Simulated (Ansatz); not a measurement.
**C2H6Cl2InN: how energies converge with the basis set**

An exercise on one series of results from a longer session: the logs are not shown, and one member is left open.

Program: Ansatz 0.2.0, Gaussian basis. Level of theory: one geometry, several basis sets. These are calculated values, not measurements.

Levels to be run: PBE0-D4/def2-SVP; ωB97M-V/def2-SVP; PBE0-D4/def2-QZVPP; ωB97M-V/def2-QZVPP; the functionals' def2-TZVPP values are taken from earlier runs.

## The geometry

All runs share one geometry, relaxed beforehand with PBE0-D4 in a triple-zeta def2 set. In takes the def2 core potential; no spin-orbit term is included.

SMILES `C[N](C)[In]([Cl])[Cl]`, 12 atoms, charge 0, spin multiplicity 1.

Atoms are counted from 1 here; the program's logs count them from 0.

Bond lengths: C1–N2 1.441 Å, C1–H7 1.100 Å, C1–H8 1.100 Å, C1–H9 1.092 Å, N2–C3 1.441 Å, N2–In4 1.984 Å, C3–H10 1.100 Å, C3–H11 1.100 Å, C3–H12 1.092 Å, In4–Cl5 2.308 Å, In4–Cl6 2.308 Å. Angles: N2–C1–H7 111.3°, N2–C1–H8 111.4°, N2–C1–H9 111.2°, H7–C1–H8 107.4°, H7–C1–H9 107.7°, H8–C1–H9 107.7°, C1–N2–C3 114.2°, C1–N2–In4 122.9°, C3–N2–In4 122.9°, N2–C3–H10 111.4°, N2–C3–H11 111.3°, N2–C3–H12 111.2°, H10–C3–H11 107.4°, H10–C3–H12 107.7°, H11–C3–H12 107.7°, N2–In4–Cl5 120.4°, N2–In4–Cl6 120.4°, Cl5–In4–Cl6 119.3°.

As a file:

```csv
atom,x (Å),y (Å),z (Å)
C1,0.60057,-0.42066,-1.27837
N2,0.04280,-0.04086,-0.00544
C3,0.67988,-0.66196,1.12773
In4,-1.46397,1.23775,0.17231
Cl5,-2.41624,2.18720,-1.70385
Cl6,-2.28767,1.78863,2.25708
H7,0.52228,-1.50532,-1.44138
H8,1.66562,-0.15502,-1.34438
H9,0.08267,0.07680,-2.10110
H10,1.74856,-0.40725,1.17584
H11,0.60583,-1.75791,1.07681
H12,0.21966,-0.34140,2.06475
```

Set-up of the first run:

File in.yaml:

```yaml
crystal:
  periodic: [false, false, false]
  atoms:
    - {symbol: C, position_ang: [0.600572, -0.420664, -1.278369]}
    - {symbol: N, position_ang: [0.042803, -0.040855, -0.005437]}
    - {symbol: C, position_ang: [0.679880, -0.661958, 1.127731]}
    - {symbol: In, position_ang: [-1.463967, 1.237746, 0.172312]}
    - {symbol: Cl, position_ang: [-2.416242, 2.187196, -1.703851]}
    - {symbol: Cl, position_ang: [-2.287673, 1.788633, 2.257077]}
    - {symbol: H, position_ang: [0.522283, -1.505319, -1.441376]}
    - {symbol: H, position_ang: [1.665624, -0.155024, -1.344380]}
    - {symbol: H, position_ang: [0.082668, 0.076800, -2.101098]}
    - {symbol: H, position_ang: [1.748558, -0.407247, 1.175837]}
    - {symbol: H, position_ang: [0.605834, -1.757908, 1.076814]}
    - {symbol: H, position_ang: [0.219660, -0.341400, 2.064750]}
basis:
  gaussian: {orbitals: def2-SVP}
hamiltonian: {xc: pbe0, dispersion: d4}
output: {orbitals: {seedname: orbitals}}
```

On the command line:

```console
$ ansatz run in.yaml --threads 2 --pin off --events-out ev --progress --plain --max-ram 22528MiB --backend cpu
```

Among the steps run: PBE0-D4 in def2-SVP; ωB97M-V in def2-SVP; PBE0-D4 in def2-QZVPP; ωB97M-V in def2-QZVPP.

One table of the session follows, with a row left open; its other results are not shown here.

It belongs to the step «Functionals by basis». 

| functional | basis | HOMO (eV) | LUMO (eV) |
| --- | --- | --- | --- |
| PBE0-D4 | def2-SVP | -6.55 | -1.83 |
| PBE0-D4 | def2-TZVPP | -6.67 | -1.99 |
| PBE0-D4 | def2-QZVPP | -6.69 | -2.04 |
| ωB97M-V | def2-SVP | -8.79 | 0.22 |
| ωB97M-V | def2-TZVPP | ? | ? |
| ωB97M-V | def2-QZVPP | -8.97 | -0.20 |

Estimate the missing values for ωB97M-V, def2-TZVPP.

The run gave: HOMO (eV): -8.94; LUMO (eV): -0.04. In the column «HOMO (eV)» it lies between ωB97M-V, def2-QZVPP (-8.97) and ωB97M-V, def2-SVP (-8.79).
